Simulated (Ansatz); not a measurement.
**ScCo: how the settings move a relaxation**

Question: which choices in the input matter for ScCo?

Program: Ansatz 0.2.0. Level of theory: reference: DFT, r2SCAN, PAW with Ansatz's default frozen-core files, scalar-relativistic. These are calculated values, not measurements.

**1. The structure to begin with**

The structure is cubic, space group Pm-3m (No. 221). The conventional cell has a = 3.145 Å, b = 3.145 Å, c = 3.145 Å, α = 90.00°, β = 90.00°, γ = 90.00°. Around Sc (site symmetry m-3m) lie 8 Co at 2.72 Å. Co (site symmetry m-3m) is surrounded by 8 Sc at 2.72 Å.

Structure file:

```
Sc Co
1.0
     3.14500    0.00000    0.00000
     0.00000    3.14500    0.00000
     0.00000    0.00000    3.14500
Sc Co
1 1
Direct
  0.50000 0.50000 0.50000
  0.00000 0.00000 0.00000
```

**2. The reference run**

input.yaml reads:

```yaml
crystal:
  lattice:
    - [3.145, 0.0, 0.0]
    - [0.0, 3.145, 0.0]
    - [0.0, 0.0, 3.145]
  atoms:
    - { symbol: Sc, position: [0.5, 0.5, 0.5] }
    - { symbol: Co, position: [0.0, 0.0, 0.0], spin: 2.0 }
magnetization:
  spin_polarized: true
kpoints:
  mp_grid: { grid: [10, 10, 10] }
scf:
  occupations: { method: fermi_dirac, width: 0.05 }
hamiltonian:
  xc: r2scan
  pseudopotentials: { kind: paw }
output:
  forces: true
  stress: true
  efg: { contact_densities: true }
relax:
  f_tol: 0.005
  max_steps: 80
  cell: {}
```

The run is started by

```
> ansatz run input.yaml --threads 1 --pin off --max-ram 3072MiB --backend cpu --events-out ev --progress --plain --runs-dir out
```

**3. Variant: starting moments**

input.yaml, as its differences from that of step 2:

```diff
@@ -6,4 +6,4 @@
   atoms:
-    - { symbol: Sc, position: [0.5, 0.5, 0.5] }
-    - { symbol: Co, position: [0.0, 0.0, 0.0], spin: 2.0 }
+    - { symbol: Sc, position: [0.5, 0.5, 0.5], spin: 0.2 }
+    - { symbol: Co, position: [0.0, 0.0, 0.0], spin: 0.2 }
 magnetization:
@@ -21,2 +21,6 @@
   efg: { contact_densities: true }
+  write_density: true
+  write_potential: true
+  elf: true
+  volumetric_format: npy
 relax:
```

Q: Predict the outcome of this session. Wanted: for each run, ending; energy change; pressure; abs. moment; force.

**Answer**, as computed:

| run | ending | energy change | pressure (GPa) | abs. moment (μB) | force (eV/Å) | cycles | time |
| --- | --- | --- | --- | --- | --- | --- | --- |
| reference | converged | 0 | 0.0 | 2.09 | 0.00 | 52 | 18 s |
| 1: starting moments | converged | 0.0 meV/atom | 0.0 | 2.09 | 0.00 | 53 | 20 s |

Times don't compare one to one where runs were asked for different outputs or read a saved state (see the inputs); cycles may leave out searches for a lower state.

What this shows: Changing the spin start hardly moves the energy: 0.0 meV/atom.
